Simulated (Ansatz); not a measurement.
**C2H6ClGeN: up Jacob's ladder to CCSD(T)**

An exercise on one series of results from a longer session: the logs are not shown, and one member is left open.

Method: functionals in def2-TZVPP, the program's frozen cores in correlated methods; program: Ansatz 0.2.0, Gaussian basis.

The runs, in order: PBE-D4, r2SCAN-D4, PBE0-D4, B3LYP-D4, ωB97X-V, ωB97M-V, B2PLYP; CCSD(T)/def2-TZVPP; MP2/def2-QZVPP; extrapolation to the limit.

## The relaxed structure

The geometry comes from an earlier relaxation with PBE0-D4 in a triple-zeta def2 set; it is a stationary point, not always the lowest conformer.

SMILES `N=[CH][GeH2][CH2]Cl`, 11 atoms, charge 0, spin multiplicity 1.

Atoms are counted from 1 here; the program's logs count them from 0.

Bond lengths: N1–C2 1.265 Å, N1–H6 1.023 Å, C2–Ge3 1.970 Å, C2–H7 1.095 Å, Ge3–C4 1.968 Å, Ge3–H8 1.537 Å, Ge3–H9 1.543 Å, C4–Cl5 1.783 Å, C4–H10 1.089 Å, C4–H11 1.089 Å. Angles: C2–N1–H6 111.8°, N1–C2–Ge3 125.7°, N1–C2–H7 116.6°, Ge3–C2–H7 117.7°, C2–Ge3–C4 109.4°, C2–Ge3–H8 111.7°, C2–Ge3–H9 106.9°, C4–Ge3–H8 108.1°, C4–Ge3–H9 109.8°, H8–Ge3–H9 110.9°, Ge3–C4–Cl5 109.7°, Ge3–C4–H10 111.6°, Ge3–C4–H11 111.1°, Cl5–C4–H10 107.7°, Cl5–C4–H11 107.7°, H10–C4–H11 109.0°.

Set-up of the first run:

Input file in.yaml:

```yaml
crystal:
  periodic: [false, false, false]
  atoms:
    - {symbol: N, position_ang: [0.020309, 2.220793, 1.321079]}
    - {symbol: C, position_ang: [0.357761, 1.011642, 1.161885]}
    - {symbol: Ge, position_ang: [-0.671893, -0.349644, 0.177833]}
    - {symbol: C, position_ang: [0.416811, -1.045282, -1.307117]}
    - {symbol: Cl, position_ang: [1.897592, -1.800303, -0.662900]}
    - {symbol: H, position_ang: [-0.880008, 2.425319, 0.881444]}
    - {symbol: H, position_ang: [1.312716, 0.706601, 1.602726]}
    - {symbol: H, position_ang: [-1.059093, -1.531071, 1.080889]}
    - {symbol: H, position_ang: [-1.928892, 0.352086, -0.378201]}
    - {symbol: H, position_ang: [-0.120099, -1.802267, -1.876751]}
    - {symbol: H, position_ang: [0.720098, -0.244773, -1.980289]}
basis:
  gaussian: {orbitals: def2-TZVPP}
hamiltonian: {xc: pbe, dispersion: d4}
output: {forces: true, orbitals: {seedname: orbitals}}
```

Command:

```sh
$ ansatz run in.yaml --threads 4 --pin off --events-out ev --progress --plain --max-ram 10444MiB
```

Among the steps run: PBE-D4 (GGA); r2SCAN-D4 (meta-GGA); PBE0-D4 (hybrid); B3LYP-D4 (hybrid); ωB97X-V (range-separated); ωB97M-V (range-separated); B2PLYP (double hybrid); CCSD(T) in def2-TZVPP; MP2 in def2-QZVPP.

One of the session's tables, all rows but one given; the rest of the session is left out.

| method | atomisation energy (kcal/mol) |
| --- | --- |
| PBE-D4 | 915.3 |
| r2SCAN-D4 | 894.0 |
| PBE0-D4 | 896.2 |
| B3LYP-D4 | 892.5 |
| ωB97X-V | 898.1 |
| ωB97M-V | 894.7 |
| B2PLYP | ? |
| HF/def2-TZVPP | 621.1 |
| MP2/def2-TZVPP | 882.5 |
| CCSD/def2-TZVPP | 855.6 |
| CCSD(T)/def2-TZVPP | 872.0 |
| MP2/CBS | 905.6 |
| CCSD(T)/CBS | 895.0 |

Estimate the missing values for B2PLYP.

**Answer.** atomisation energy (kcal/mol): 882.6. In the column «atomisation energy (kcal/mol)» it lies between MP2/def2-TZVPP (882.5) and B3LYP-D4 (892.5).
